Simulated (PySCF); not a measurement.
**[GeH2]+: structure of the doublet**

The task is one start of a wider search on [GeH2]+: the doublet, from a bent start. It is relaxed, tested by its Hessian and followed downhill if it is a saddle.

Method: PBE0, basis Ge def2-TZVP, H def2-TZVP, no relativity, density fitting; program: PySCF 2.14.0.

### 1 Where the work starts

3 atoms, charge 1, spin multiplicity 2.

Bond lengths: Ge1–H2 1.499 Å, Ge1–H3 1.499 Å. Angles: H2–Ge1–H3 110.0°.

```xyz
3
charge 1 multiplicity 2
Ge    0.0000    0.0000    0.0000
H     1.2282    0.0000    0.8600
H    -1.2282    0.0000    0.8600
```

### 2 The SCF at the typed geometry

The steps below are one call of a driver around PySCF. For each, scf.py gives the equivalent set-up of the SCF; relaxations use the driver's own optimiser. After this first run the driver tries any further starts and a stability analysis.

scf.py

```python
from pyscf import gto, scf, dft
mol = gto.M(atom='''
Ge     0.000000     0.000000     0.000000
H      1.228200     0.000000     0.860000
H     -1.228200     0.000000     0.860000''',
    basis={'Ge': 'def2-TZVP', 'H': 'def2-TZVP'},
    charge=1, spin=1)
mf = dft.UKS(mol, xc='PBE0')
mf.grids.atom_grid = (50, 194)
aux = {'Ge': 'def2-universal-JKFIT', 'H': 'def2-universal-JKFIT'}
mf = mf.density_fit(auxbasis=aux)
mf.conv_tol = 1e-08
mf.diis_space = 10
mf.max_cycle = 60
mf.init_guess = 'minao'
mf.verbose = 4
mf.kernel()
```

The run is started by

```bash
$ OMP_NUM_THREADS=2 python axn.py task.json out
```

The log of the run:

```text
init E= -2077.15134394196
[... the frontier-level lines of each cycle are left out ...]
cycle= 1 E= -2077.48643374097  delta_E= -0.335  |g|= 0.488  |ddm|= 0.99
cycle= 2 E= -2077.49576438886  delta_E= -0.00933  |g|= 0.567  |ddm|= 0.708
cycle= 3 E= -2077.54288772627  delta_E= -0.0471  |g|= 0.0205  |ddm|= 0.237
cycle= 4 E= -2077.54315897111  delta_E= -0.000271  |g|= 0.00588  |ddm|= 0.0384
cycle= 5 E= -2077.54317664428  delta_E= -1.77e-05  |g|= 0.000921  |ddm|= 0.00962
cycle= 6 E= -2077.54317743358  delta_E= -7.89e-07  |g|= 0.000275  |ddm|= 0.00143
cycle= 7 E= -2077.54317749546  delta_E= -6.19e-08  |g|= 4.05e-05  |ddm|= 0.000402
cycle= 8 E= -2077.54317749852  delta_E= -3.06e-09  |g|= 1.19e-05  |ddm|= 0.000109
Extra cycle  E= -2077.5431774988  delta_E= -2.79e-10  |g|= 5.17e-06  |ddm|= 2.98e-05
converged SCF energy = -2077.5431774988  <S^2> = 0.75244314  2S+1 = 2.0024416
```

This step, with its further starts and checks, ran for 2.4 s (2 threads of Arm Neoverse V2, shared host).

No lower solution of this spin turned up in the test of internal stability.

### 3 Relaxation: bent start, doublet

The program finds C2v symmetry in the start, which this walk keeps. Threshold on the gradient: 0.0003 Eh/bohr, with a further test on the energy change.

scf.py, as its differences from that of step 2:

```diff
@@ -3,3 +3,3 @@
-Ge     0.000000     0.000000     0.000000
-H      1.228200     0.000000     0.860000
-H     -1.228200     0.000000     0.860000''',
+Ge     0.000000     0.000000    -0.022828
+H      1.228200     0.000000     0.837172
+H     -1.228200     0.000000     0.837172''',
@@ -15 +14,0 @@
-mf.init_guess = 'minao'
```

Energy and gradient, step by step:

```
step   energy (Eh)  change (kJ/mol)  largest symmetric gradient (Eh/bohr)
   0  -2077.543177             0.00                               0.02058
   1  -2077.547056           -10.18                               0.00400
   2  -2077.547211           -10.59                               0.00037
   3  -2077.547211           -10.59                               0.00019
```

The walk took 4.3 s.

Geometry (Å) and forces (eV/Å) at some steps:

```
step 0
Ge   0.000   0.000  -0.023   0.000   0.000  -0.411
H    1.228   0.000   0.837   1.058   0.000   0.206
H   -1.228   0.000   0.837  -1.058   0.000   0.206
step 1
Ge   0.000   0.000   0.029   0.000   0.000  -0.072
H    1.326   0.000   0.811   0.205   0.000   0.036
H   -1.326   0.000   0.811  -0.205   0.000   0.036
step 2
Ge   0.000   0.000   0.042   0.000   0.000  -0.019
H    1.350   0.000   0.805   0.005   0.000   0.009
H   -1.350   0.000   0.805  -0.005   0.000   0.009
step 3
Ge   0.000   0.000   0.041   0.000   0.000  -0.010
H    1.350   0.000   0.805   0.004   0.000   0.005
H   -1.350   0.000   0.805  -0.004   0.000   0.005
```

End point (C2v, 3 steps, 10.6 kJ/mol gained): Ge–H 1.551 Å (×2); H–Ge–H 120.9°.

### 4 Vibrations and properties at this point

The point is checked on the finer grid, and tightened if its gradient asks for it. The Hessian and the dipole derivatives come from central differences of analytic gradients, with steps of 0.02 bohr.

scf.py, as its differences from that of step 3:

```diff
@@ -3,3 +3,3 @@
-Ge     0.000000     0.000000    -0.022828
-H      1.228200     0.000000     0.837172
-H     -1.228200     0.000000     0.837172''',
+Ge     0.000000     0.000000    -0.020687
+H      1.349746     0.000000     0.744525
+H     -1.349746     0.000000     0.744525''',
@@ -9 +9 @@
-mf.grids.atom_grid = (50, 194)
+mf.grids.atom_grid = (75, 302)
@@ -12 +12 @@
-mf.conv_tol = 1e-08
+mf.conv_tol = 1e-10
```

This SCF starts from the last density.

SCF at the final geometry:

```text
init E= -2077.54715251524
[... the frontier-level lines of each cycle are left out ...]
cycle= 1 E= -2077.54715251524  delta_E= 9.09e-13  |g|= 6.85e-06  |ddm|= 5.87e-06
Extra cycle  E= -2077.54715251524  delta_E= -5.46e-12  |g|= 7.8e-06  |ddm|= 5.51e-06
converged SCF energy = -2077.54715251524  <S^2> = 0.75258264  2S+1 = 2.002581
```

The whole step took 18 s.

Geometry: C2v; Ge–H 1.552 Å (×2); H–Ge–H 120.9°.

Harmonic modes (main isotopes):

```tsv
symmetry	ω (cm⁻¹)	IR (km/mol)	μ (u)
a1	823	14.3	1.03
a1	2020	1.0	1.01
b2	2114	0.1	1.03
```

All wavenumbers are real: a minimum.

Properties at this point:

```
Dipole moment about the centre of mass                          : 0.47 D
Highest occupied level                                          : -14.54 eV
Lowest empty level                                              : -10.82 eV
Rotational constants                                            : 14.67, 4.591, 3.497 cm⁻¹
Zero-point energy                                               : 29.6 kJ/mol
Principal polarisabilities                                      : 18.7, 21.1, 28.9 bohr³
Principal traceless quadrupole moments about the centre of mass : -1.65, 0.18, 1.47 D Å
Entropy at 298.15 K and 1 bar (electronic part: spin only)      : 224.7 J/(mol K)
Heat capacity Cp at 298.15 K                                    : 35.9 J/(mol K)
Enthalpy at 298.15 K above 0 K                                  : 10.11 kJ/mol
Rotational symmetry number                                      : 2
Spin squared ⟨S²⟩                                               : 0.753
```

Charges (e) and bond orders:

| atom | Mulliken | Löwdin | polar tensor | spin (Mulliken) | Mayer order to Ge1 |
| --- | --- | --- | --- | --- | --- |
| Ge1 | 0.60 | 0.96 | 0.96 | 0.75 | – |
| H2,3 | 0.20 | 0.02 | 0.02 | 0.12 | 0.88 |

Mulliken populations on Ge1: s 7.67, p 13.65, d 10.07, f 0.01.

### 5 Summary of results

| quantity | value |
| --- | --- |
| minimum | doublet, C2v |
| geometry | Ge–H 1.552 Å (×2); H–Ge–H 120.9° |
| wavenumbers (cm⁻¹) | 823 (a1), 2020 (a1), 2114 (b2) |
| dipole moment (centre of mass) | 0.47 D |
| highest occupied, lowest empty level (either spin) | -14.54, -10.82 eV |
| polar-tensor charge of Ge1 | +0.96 e |
| zero-point energy | 29.6 kJ/mol |
| entropy at 298.15 K | 224.7 J/(mol K) |
| ⟨S²⟩ | 0.753 |

In words: The molecule stays C2v, as typed, and the end point is a minimum. The strongest infrared band lies at 823 cm⁻¹ (a1, bend). Most of the spin sits on Ge1 (Mulliken spin 0.75, against 1 for the whole molecule). Other starts or spin states, not run here, may lie lower.

The search up to here took 25 s.
